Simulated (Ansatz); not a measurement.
**BeNaH (singlet): the correlation ladder at distance Be1–H3 = 1.680 Å, cc-pVTZ**

An exercise on one series of results from a longer session: the logs are not shown, and one member is left open.

The runs use Ansatz 0.2.0, Gaussian basis; cc-pVTZ, core rule «outside noble gas», up to 6 orbitals frozen.

The runs, in order: UHF; CCSD(T) on RHF; BCCD(T) on RHF; CCSDT(Q) on RHF; Full CI.

34 further runs of the same task are left out: 22 for a known fault of the program, 10 that didn't finish, 2 set aside as unsound or not needed. Runs told in other sessions of the task aren't counted.

### The geometry

The geometry derives from a PBE0/def2-TZVP stationary point (not a proven minimum). One bond is set to the value named and the two fragments are kept rigid.

3 atoms, charge 0, spin multiplicity 1.

Atoms are counted from 1 here; the program's logs count them from 0.

No contacts short enough for the rule that draws bonds.

The first run:

Contents of in.yaml:

```yaml
crystal:
  periodic: [false, false, false]
  atoms:
    - {symbol: Be, position_ang: [0.000000, 0.000000, 0.332467]}
    - {symbol: Na, position_ang: [0.000000, 0.000000, -2.344933]}
    - {symbol: H, position_ang: [0.000000, 0.000000, 2.012467]}
basis:
  gaussian: {orbitals: cc-pVTZ}
magnetization: {spin_polarized: true, initial_magnetization: 0}
hamiltonian: {xc: hf}
output: {orbitals: {seedname: orbitals}}
```

Launch:

```
$ ansatz run in.yaml --threads 1 --pin off --events-out ev --progress --plain --max-ram 2393MiB
```

Among the steps run: UHF; CCSD(T) on RHF; BCCD(T) on RHF; CCSDT(Q) on RHF; Full CI.

One table of the session follows, with a row left open; its other results are not shown here.

| method | from FCI (meV) |
| --- | --- |
| RHF | +2204.7 |
| RMP2 | +581.3 |
| RCCSD | +53.6 |
| RCCSD(T) | ? |
| BCCD(T) | +12.8 |
| RCCSDT | +1.8 |
| RCCSDT(Q) | +0.4 |
| FCI | 0 |

Q: Estimate the row for RCCSD(T) from the others.

The run gave: from FCI (meV): +12.9. In the column «from FCI (meV)» it lies between BCCD(T) (+12.8) and RCCSD (+53.6).
